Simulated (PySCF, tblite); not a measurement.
# C4H11F3N2Si: geometry, infrared bands and NMR shifts

Aim: predict the infrared bands and NMR shifts of C4H11F3N2Si (`CC(C)(N[SiH2]N)C(F)(F)F`).

Computed with tblite 0.8.0 and PySCF 2.14.0, with density-fitted response routines of our own, on a single molecule in the gas phase. Atoms count from 0, in the outputs and in this text.

## (1) The molecule as given

21 atoms, charge 0, multiplicity 1; geometry from: force field or distance geometry start.

Bonds of the start (Å): C0–C1 1.52, C1–C2 1.50, C1–N3 1.44, N3–Si4 1.79, Si4–N5 1.80, C1–C6 1.52, C6–F7 1.38, C6–F8 1.39, C6–F9 1.40, C0–H10 1.10, C0–H11 1.11, C0–H12 1.11, C2–H13 1.12, C2–H14 1.11, C2–H15 1.11, N3–H16 1.04, Si4–H17 1.46, Si4–H18 1.46, N5–H19 1.05, N5–H20 1.04.

## (2) Optimising the geometry with GFN2-xTB

Job settings and geometry (Å):

```
{"job": {"kind": "relax", "xc": "GFN2-xTB", "basis": "xTB"}, "charge": 0, "multiplicity": 1}
C     -1.738600     0.665400    -1.164000
C     -0.753900     0.183300    -0.115400
C     -0.613900     1.216900     0.959900
N      0.475200    -0.072400    -0.820400
Si     1.809400    -0.668000     0.214100
N      3.173900     0.467700    -0.110800
C     -1.379600    -1.088200     0.440700
F     -1.544300    -2.018100    -0.565000
F     -0.585300    -1.661600     1.427000
F     -2.655100    -0.849400     0.966100
H     -1.447800     1.658700    -1.533700
H     -1.654100    -0.041400    -2.011800
H     -2.782700     0.646900    -0.782800
H     -1.458100     1.943700     0.906900
H     -0.656100     0.745500     1.967900
H      0.339600     1.780600     0.855500
H      0.275100    -0.780100    -1.554000
H      1.492300    -0.726700     1.635000
H      2.207900    -1.983400    -0.289300
H      3.925900     0.382000     0.613300
H      3.561200     0.215700    -1.039500
```

Launch:

```bash
$ OMP_NUM_THREADS=1 python probes_run.py task.json out
```

This one command runs all jobs of the session in turn.

**Question.** This job is followed by: GFN2-xTB harmonic vibrations, gas phase; GIAO PBE0/pcSseg-1 NMR shielding, non-relativistic, gas phase. What will the session give for the following? strongest single infrared mode (GFN2-xTB); zero-point energy (GFN2-xTB); 13C shifts against TMS (PBE0/pcSseg-1, means over atoms taken as alike); 1H shifts against TMS (PBE0/pcSseg-1, means over atoms taken as alike); 15N shifts against NH3 (PBE0/pcSseg-1); 29Si shifts against TMS (PBE0/pcSseg-1); 19F shifts against CFCl3 (PBE0/pcSseg-1, means over atoms taken as alike).

The runs gave:

```
                                                                 quantity                       value
                                strongest single infrared mode (GFN2-xTB)       2194 cm⁻¹, 424 km/mol
                                             zero-point energy (GFN2-xTB)               96.8 kcal/mol
  13C shifts against TMS (PBE0/pcSseg-1, means over atoms taken as alike)       138.6, 57.5, 27.0 ppm
   1H shifts against TMS (PBE0/pcSseg-1, means over atoms taken as alike)  5.06, 1.53, 1.04, 0.12 ppm
                                   15N shifts against NH3 (PBE0/pcSseg-1)              55.7, 25.6 ppm
                                  29Si shifts against TMS (PBE0/pcSseg-1)                   -39.5 ppm
19F shifts against CFCl3 (PBE0/pcSseg-1, means over atoms taken as alike)                  -102.8 ppm
```

In words: Relaxing lowered the energy by 0.858 eV in 154 steps; the close pair that moved most is Si4–N5, from 1.805 to 1.726 Å. No mode is imaginary among the 57: a minimum at this level. The strongest single mode, at 2194 cm⁻¹, moves mainly H18. Unscaled tight-binding wavenumbers are off by several per cent, some by more. Its intensities can rank the bands wrongly. At PBE0/pcSseg-1: The largest span, 155 ppm, is at F7, F8, F9, where the paramagnetic term is -201 ppm.
